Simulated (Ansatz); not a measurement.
# MgB2 (P6/mmm): equation of state

The task here is to estimate one member of a computed series from the others.

Program: Ansatz 0.2.0. Level of theory: DFT r²SCAN, scalar-relativistic, plane waves, PAW. These are calculated values, not measurements.

### Starting point

Symmetry: P6/mmm, No. 191, hexagonal system. Conventional cell: a = 3.071 Å, b = 3.071 Å, c = 3.506 Å, α = 90.00°, β = 90.00°, γ = 120.00°. Mg (site symmetry 6/mmm) is surrounded by 12 B at 2.49 Å. B (site symmetry -6m2) has 3 B at 1.77 Å and 6 Mg at 2.49 Å as nearest neighbours.

Coordinates:

```cif
data_structure
_symmetry_space_group_name_H-M 'P 1'
_symmetry_Int_Tables_number 1
_cell_length_a 3.0705
_cell_length_b 3.0705
_cell_length_c 3.5060
_cell_angle_alpha 90.000
_cell_angle_beta 90.000
_cell_angle_gamma 120.000
_cell_volume 28.63
loop_
_atom_site_label
_atom_site_type_symbol
_atom_site_fract_x
_atom_site_fract_y
_atom_site_fract_z
_atom_site_occupancy
Mg1 Mg 0.00000 0.00000 0.00000 1
B1 B 0.33333 0.66667 0.50000 1
B2 B 0.66667 0.33333 0.50000 1
```

An earlier run at r²SCAN left this cell at 9.542 Å³/atom and -0.03 GPa (14×14×12 mesh).

Volume factors to run: 0.980, 1.020, 0.960, 1.040.

The first run:

The input, input.yaml:

```yaml
crystal:
  lattice:
    - [3.0499136917, 0.0, 0.0]
    - [-1.5249568459, 2.6413027364, 0.0]
    - [0.0, 0.0, 3.482515587]
  atoms:
    - { symbol: Mg, position: [0.0, 0.0, 0.0] }
    - { symbol: B, position: [0.3333333333, 0.6666666667, 0.5] }
    - { symbol: B, position: [0.6666666667, 0.3333333333, 0.5] }
basis:
  ecutwfc: 500
  ecutrho_ratio: 4
kpoints:
  mp_grid: { grid: [14, 14, 12] }
hamiltonian:
  xc: r2scan
scf:
  occupations: { method: gaussian, width: 0.05 }
output:
  forces: true
  stress: true
  eigenvalues: true
relax:
  f_tol: 0.01
  max_steps: 40
  cell: { stress_tol: 0.1, fix: [volume] }
```

Launch:

```
> ansatz run input.yaml --threads 1 --pin off --max-ram 2560MiB --backend cpu --events-out ev --progress --plain --runs-dir out
```

Among the steps run: At 0.980 of the relaxed volume; At 1.020 of the relaxed volume; At 0.960 of the relaxed volume; Volume × 1.040.

One of the session's tables, all rows but one given; the rest of the session is left out.

It belongs to the step «The fit». 

```
volume (Å³/atom)  energy (meV/atom)  pressure (GPa)
           9.161               7.51            6.55
           9.351                  ?               ?
           9.542               0.00           -0.03
           9.733               1.77           -2.86
           9.924               6.77           -5.46
```

**Question.** Estimate the row for volume (Å³/atom) = 9.351.

Worked estimate for «energy (meV/atom)». A straight line through the neighbours (9.161, 7.51) and (9.542, 0.00) gives 7.51 + (0.00 − 7.51) × (9.351 − 9.161) / (9.542 − 9.161) = 3.76; a parabola fitted to 3 rows on both sides gives 1.93.

As computed: energy (meV/atom): 1.80; pressure (GPa): 3.09. In «energy (meV/atom)» the line misses by +1.96 and the parabola by +0.13.
